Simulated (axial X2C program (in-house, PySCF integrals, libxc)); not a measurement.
# Linear MoCN⁻ at several levels

The task here is to estimate one member of a computed series from the others.

Program: an in-house X2C program for linear molecules on PySCF integrals. Level of theory: all-electron X2C, two-component (2c) or spin-free, Mo dyall-v3z, C dyall-v3z, N dyall-av3z. These are calculated values, not measurements.

All values are calculated.

2 further runs of the same task are left out: 2 set aside as unsound or not needed.

Set-up of the first run:

task.json

```json
{"zs": [42, 6, 7], "q": -1, "bas": ["dyall-v3z", "dyall-v3z", "dyall-av3z"], "r0": [2.08, 1.16], "symm": 0, "scan": ["PBE0", "HF", "PBE"], "levels": ["PBE0", "HF", "TPSSh"], "nst": 2}
```

Keys: zs atomic numbers; q charge; bas basis sets; r0 starting distance in Å; symm equal bonds; scan levels of the two-bond scan; levels methods; nst determinants followed.

Run with:

```
$ python solin.py task.json out
```

Masses Mo 97.905, C 12.000, N 14.003 u.

Among the steps run: Scan at PBE0, 2c; Scan at PBE, 2c; Scan at PBE0, spin-free.

One table of the session follows, with a row left open; its other results are not shown here.

| level | r(Mo–C) (Å) | lower stretch (cm⁻¹) | upper stretch (cm⁻¹) |
| --- | --- | --- | --- |
| PBE0, 2c | ? | ? | ? |
| PBE, 2c | 2.191 | 300.9 | 2064.5 |
| PBE0, spin-free | 2.224 | 293.6 | 2179.1 |
| PBE, spin-free | 2.190 | 301.4 | 2064.5 |

Estimate the missing values for PBE0, 2c.

As computed: r(Mo–C) (Å): 2.224; lower stretch (cm⁻¹): 293.1; upper stretch (cm⁻¹): 2179.2.

Scans not shown above were run alike.

To keep in mind: For an anion the highest level of a functional can be positive, and the basis then holds the extra electron. The molecule was held linear; bending was not examined, so a bent shape may lie lower.
